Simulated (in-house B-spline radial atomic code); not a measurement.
# Rb²⁺: numerical settings, good and bad

Aim: try Rb²⁺ with numerical settings changed, some of them on purpose beyond sense, against a run with standard settings.

Program: in-house B-spline radial atomic code version 1. Level of theory: Dirac-Coulomb BLYP, spherical fractional occupations, Fermi nucleus, basis-set limit. These are calculated values, not measurements, unless marked.

**1. The atom as given**

| Item | Value |
| --- | --- |
| element | rubidium (Z = 37) |
| charge | +2 |
| electrons | 35 |
| configuration | [Ar] 3d10 4s2 4p5 |
| Hamiltonian | Dirac-Coulomb |
| nucleus | Fermi, rms radius 4.204 fm |

The outer shells:

[Ar] 3d10 4s2 4p5
```
[Ar] core
3d [↑↓][↑↓][↑↓][↑↓][↑↓]
4s [↑↓]
4p [↑↓][↑↓][↑ ]
```

The boxes only draw the filling; these runs are spin-restricted and spherical.

A run counts as converged when the orbital gradient is under the tolerance times 37 hartree (or under the basis's noise floor) and the energy moved by less than 1e-8 hartree times the root of its size. Energy differences under 9e-06 hartree are noise.

The run's settings:

```ini
Z = 37
electrons = 35.0
configuration = [Ar] 3d10 4s2 4p5
hamiltonian = dirac
method = b88,lyp
spin_polarised = False
nucleus = fermi
rms_radius = 4.2036
mass_number = 85
atomic_mass = 84.91178973604
speed_of_light = 137.035999084
knot_spacing = 0.22
spline_order = 8
gauss_points = 12
box_radius = 22.22
max_iterations = 70
damping = 0.5
damped_steps = 3
diis_vectors = 10
tolerance = 1e-08
start = Thomas-Fermi
```

The reference is known from an earlier run: -2980.729095 hartree in all. Up to eight levels, counted from the top:

```
orbital  occupation  energy (eV)  <r> (bohr)
  3s1/2           2      -317.47      0.5105
  3p1/2           2      -250.71      0.5116
  3p3/2           4      -241.56      0.5221
  3d3/2           4      -124.67      0.5227
  3d5/2           6      -123.11      0.5265
  4s1/2           2      -50.202       1.421
  4p1/2     1.66667      -34.226       1.619
  4p3/2     3.33333      -33.237       1.651
```

**2. Spline order 3; cap on iterations 100; number of DIIS vectors 0; starting potential bare nucleus**

The run's settings:

```ini
Z = 37
electrons = 35.0
configuration = [Ar] 3d10 4s2 4p5
hamiltonian = dirac
method = b88,lyp
spin_polarised = False
nucleus = fermi
rms_radius = 4.2036
mass_number = 85
atomic_mass = 84.91178973604
speed_of_light = 137.035999084
knot_spacing = 0.22
spline_order = 3
gauss_points = 12
box_radius = 22.22
max_iterations = 100
damping = 0.5
damped_steps = 3
diis_vectors = 0
tolerance = 1e-08
start = bare nucleus
```

On the command line:

```
$ python run_scf.py task.json out
```

task.json lists these runs, among others, and the program works through them in turn.

**3. Cap on iterations 8; number of DIIS vectors 1**

Changes to the settings of step 2:

```diff
@@ -12,10 +12,10 @@
 knot_spacing = 0.22
-spline_order = 3
+spline_order = 8
 gauss_points = 12
 box_radius = 22.22
-max_iterations = 100
+max_iterations = 8
 damping = 0.5
 damped_steps = 3
-diis_vectors = 0
+diis_vectors = 1
 tolerance = 1e-08
-start = bare nucleus
+start = Thomas-Fermi
```

**4. Knot spacing (logarithmic) 0.1; box radius 4.44; first knot 0.0027; cap on iterations 50**

Changes to the settings of step 3:

```diff
@@ -11,10 +11,11 @@
 speed_of_light = 137.035999084
-knot_spacing = 0.22
+knot_spacing = 0.1
 spline_order = 8
 gauss_points = 12
-box_radius = 22.22
-max_iterations = 8
+box_radius = 4.44
+first_knot = 0.0027
+max_iterations = 50
 damping = 0.5
 damped_steps = 3
-diis_vectors = 1
+diis_vectors = 10
 tolerance = 1e-08
```

**5. Configuration [Ar] 3d10 4s2 4p7**

The run's settings:

```ini
Z = 37
electrons = 37.0
configuration = [Ar] 3d10 4s2 4p7
hamiltonian = dirac
method = b88,lyp
spin_polarised = False
nucleus = fermi
rms_radius = 4.2036
mass_number = 85
atomic_mass = 84.91178973604
speed_of_light = 137.035999084
knot_spacing = 0.22
spline_order = 8
gauss_points = 12
box_radius = 22.22
max_iterations = 100
damping = 0.5
damped_steps = 3
diis_vectors = 10
tolerance = 1e-08
start = Thomas-Fermi
```

**6. Another Hamiltonian or method**

Changes to the settings of step 5:

```diff
@@ -1,6 +1,6 @@
 Z = 37
-electrons = 37.0
-configuration = [Ar] 3d10 4s2 4p7
+electrons = 35.0
+configuration = [Ar] 3d10 4s2 4p5
 hamiltonian = dirac
-method = b88,lyp
+method = scan,scan
 spin_polarised = False
@@ -15,3 +15,3 @@
 box_radius = 22.22
-max_iterations = 100
+max_iterations = 70
 damping = 0.5
```

**Question.** Which of these runs converge to the reference energy, which miss it and by about how much, and which fail?

The runs gave:

| run | outcome | iterations | energy less the reference (hartree) |
| --- | --- | --- | --- |
| reference | converged | 9 | 0 |
| spline order 3; cap on iterations 100; number of DIIS vectors 0; starting potential bare nucleus | converged | 21 | +0.0728 |
| cap on iterations 8; number of DIIS vectors 1 | not converged | 8 | - |
| knot spacing (logarithmic) 0.1; box radius 4.44; first knot 0.0027; cap on iterations 50 | converged | 9 | +0.0297 |
| Configuration [Ar] 3d10 4s2 4p7 | refused | - | - |
| Another Hamiltonian or method | refused | - | - |

**Reading.** Of 5 changed inputs, 2 converged to another value, 1 did not converge and 2 met a refusal. The worst converged miss is +0.0728 hartree (spline order 3; cap on iterations 100; number of DIIS vectors 0; starting potential bare nucleus): that the iterations converge says nothing of the basis, the quadrature or the box.
